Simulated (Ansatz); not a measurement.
# ClGaH2: the cost of one run

All numbers below are computed with Ansatz 0.2.0 (RKS PBE/def2-SVP).

**1. The structure to begin with**

Bond lengths: Ga1–H2 1.770 Å, Ga1–Cl3 2.440 Å, Ga1–H4 1.570 Å. Angles: H2–Ga1–Cl3 49.7°, H2–Ga1–H4 150.9°, Cl3–Ga1–H4 159.4°.

Structure file:

```xyz
4

Ga    0.0000    0.0000    0.0000
H     0.9098    0.0000    1.5183
Cl    2.4075    0.0000    0.3969
H    -1.3596    0.0000   -0.7850
```

**2. A restrained relaxation towards end A**

Springs on the bonds that form and break draw the guess towards this end; the thresholds are loose.

input.yaml

```yaml
crystal:
  periodic: [false, false, false]
  atoms:
    - { symbol: Ga, position_ang: [0.0, 0.0, 0.0] }
    - { symbol: H, position_ang: [0.9098, 0.0, 1.5183] }
    - { symbol: Cl, position_ang: [2.4075, 0.0, 0.3969] }
    - { symbol: H, position_ang: [-1.3596, 0.0, -0.785] }
basis:
  gaussian: { orbitals: def2-SVP }
hamiltonian:
  xc: pbe
relax:
  f_tol: 0.15
  max_steps: 25
  restrain:
    - { distance: [1, 2], at: 2.57, k: 30.0 }
    - { distance: [0, 1], at: 1.57, k: 30.0 }
    - { distance: [0, 2], at: 2.24, k: 30.0 }
```

Started as:

```sh
$ ansatz run input.yaml --threads 1 --pin off --max-ram 2048MiB --backend cpu --events-out ev --progress --plain --runs-dir out
```

Q: Estimate wall time and peak memory on 1 thread of Arm Neoverse V1, shared host.

About 8 s, with a peak of 0.11 GiB.
